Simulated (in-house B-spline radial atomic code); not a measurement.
# Ho²⁺ in a hard spherical wall

Wanted: the cost of confining Ho²⁺, radius by radius. More than one configuration is followed.

Program: in-house B-spline radial atomic code version 1. Level of theory: scalar-relativistic (spin-free one-electron X2C) PBE, spherical fractional occupations, Fermi nucleus, basis-set limit. These are calculated values, not measurements, unless marked.

### Step 1. The system

- element: holmium (Z = 67)
- charge: +2
- electrons: 65
- configuration: [Xe] 4f11
- Hamiltonian: scalar-relativistic (X2C)
- nucleus: Fermi, rms radius 5.202 fm

Outer shells as boxes (Hund's rule):

[Xe] 4f11
```
[Xe] core
4f [↑↓][↑↓][↑↓][↑↓][↑ ][↑ ][↑ ]
```

The boxes only draw the filling; these runs are spin-restricted and spherical.

### Step 2. The free system

Input settings:

```ini
Z = 67
electrons = 65.0
configuration = [Xe] 4f11
hamiltonian = x2c
method = pbe,pbe
spin_polarised = False
nucleus = fermi
rms_radius = 5.2022
mass_number = 165
atomic_mass = 164.930329116
speed_of_light = 137.035999084
```

### Step 3. Wall at 7.84 bohr, configuration [Xe] 4f11

Settings: those of step 2 with these lines changed.

```diff
@@ -11 +11,2 @@
 speed_of_light = 137.035999084
+wall_radius = 7.84
```

### Step 4. Wall at 4.52 bohr, configuration [Xe] 4f11

Settings: those of step 3 with these lines changed.

```diff
@@ -11,2 +11,2 @@
 speed_of_light = 137.035999084
-wall_radius = 7.84
+wall_radius = 4.52
```

### Step 5. Wall at 2.64 bohr, configuration [Xe] 4f11

Settings: those of step 4 with these lines changed.

```diff
@@ -11,2 +11,2 @@
 speed_of_light = 137.035999084
-wall_radius = 4.52
+wall_radius = 2.64
```

### Step 6. Wall at 1.22 bohr, configuration [Xe] 4f11

Settings: those of step 5 with these lines changed.

```diff
@@ -11,2 +11,2 @@
 speed_of_light = 137.035999084
-wall_radius = 2.64
+wall_radius = 1.22
```

### Step 7. Wall at 7.84 bohr, configuration [Kr] 4d9 4f11 5s2 5p6 5f1

Input settings:

```ini
Z = 67
electrons = 65.0
configuration = [Kr] 4d9 4f11 5s2 5p6 5f1
hamiltonian = x2c
method = pbe,pbe
spin_polarised = False
nucleus = fermi
rms_radius = 5.2022
mass_number = 165
atomic_mass = 164.930329116
speed_of_light = 137.035999084
wall_radius = 7.84
```

### Step 8. Wall at 4.52 bohr, configuration [Kr] 4d9 4f11 5s2 5p6 5f1

Settings: those of step 7 with these lines changed.

```diff
@@ -11,2 +11,2 @@
 speed_of_light = 137.035999084
-wall_radius = 7.84
+wall_radius = 4.52
```

### Step 9. Wall at 2.64 bohr, configuration [Kr] 4d9 4f11 5s2 5p6 5f1

Settings: those of step 8 with these lines changed.

```diff
@@ -11,2 +11,2 @@
 speed_of_light = 137.035999084
-wall_radius = 4.52
+wall_radius = 2.64
```

### Step 10. Wall at 1.22 bohr, configuration [Kr] 4d9 4f11 5s2 5p6 5f1

Settings: those of step 9 with these lines changed.

```diff
@@ -11,2 +11,2 @@
 speed_of_light = 137.035999084
-wall_radius = 2.64
+wall_radius = 1.22
```

### Step 11. Wall at 7.84 bohr, configuration [Kr] 4d9 4f12 5s2 5p6

Input settings:

```ini
Z = 67
electrons = 65.0
configuration = [Kr] 4d9 4f12 5s2 5p6
hamiltonian = x2c
method = pbe,pbe
spin_polarised = False
nucleus = fermi
rms_radius = 5.2022
mass_number = 165
atomic_mass = 164.930329116
speed_of_light = 137.035999084
wall_radius = 7.84
```

### Step 12. Wall at 4.52 bohr, configuration [Kr] 4d9 4f12 5s2 5p6

Settings: those of step 11 with these lines changed.

```diff
@@ -11,2 +11,2 @@
 speed_of_light = 137.035999084
-wall_radius = 7.84
+wall_radius = 4.52
```

### Step 13. Wall at 2.64 bohr, configuration [Kr] 4d9 4f12 5s2 5p6

Settings: those of step 12 with these lines changed.

```diff
@@ -11,2 +11,2 @@
 speed_of_light = 137.035999084
-wall_radius = 4.52
+wall_radius = 2.64
```

### Step 14. Wall at 1.22 bohr, configuration [Kr] 4d9 4f12 5s2 5p6

Settings: those of step 13 with these lines changed.

```diff
@@ -11,2 +11,2 @@
 speed_of_light = 137.035999084
-wall_radius = 2.64
+wall_radius = 1.22
```

Before running: What do the energy and the highest level do as the wall closes in, and which configuration is lower at each radius?

**Answer**, as computed:

| configuration | radius (bohr) | energy above the free system (eV) | highest level (eV) |
| --- | --- | --- | --- |
| [Xe] 4f11 | 7.84 | below noise | -17.281 (4f) |
| [Xe] 4f11 | 4.52 | 0.304 | -16.855 (4f) |
| [Xe] 4f11 | 2.64 | 34.012 | -5.396 (4f) |
| [Xe] 4f11 | 1.22 | 2402.31 | 280.65 (5p) |
| [Kr] 4d9 4f11 5s2 5p6 5f1 | 7.84 | 175.97 | -4.675 (5f) |
| [Kr] 4d9 4f11 5s2 5p6 5f1 | 4.52 | 184.85 | 5.849 (5f) |
| [Kr] 4d9 4f11 5s2 5p6 5f1 | 2.64 | 248.52 | 48.737 (5f) |
| [Kr] 4d9 4f11 5s2 5p6 5f1 | 1.22 | 2863.44 | 460.82 (5f) |
| [Kr] 4d9 4f12 5s2 5p6 | 7.84 | 155.88 | -18.183 (4f) |
| [Kr] 4d9 4f12 5s2 5p6 | 4.52 | 156.16 | -17.802 (4f) |
| [Kr] 4d9 4f12 5s2 5p6 | 2.64 | 189.32 | -6.604 (4f) |
| [Kr] 4d9 4f12 5s2 5p6 | 1.22 | 2569.80 | 280.28 (5p) |

**Reading.** For [Xe] 4f11 the energy above the free reference is below noise at 7.84 bohr and 2402.31 eV at 1.22 bohr. Its highest level passes zero between 2.64 and 1.22 bohr; in smaller spheres the level is positive, pushed up by confinement, and the wall keeps the electron in. Of [Xe] 4f11 and [Kr] 4d9 4f11 5s2 5p6 5f1, the first stays lower at every radius that both share. At 1.22 bohr the lowest of all 3 is [Xe] 4f11. A hard wall is a crude model of an atom's surroundings.
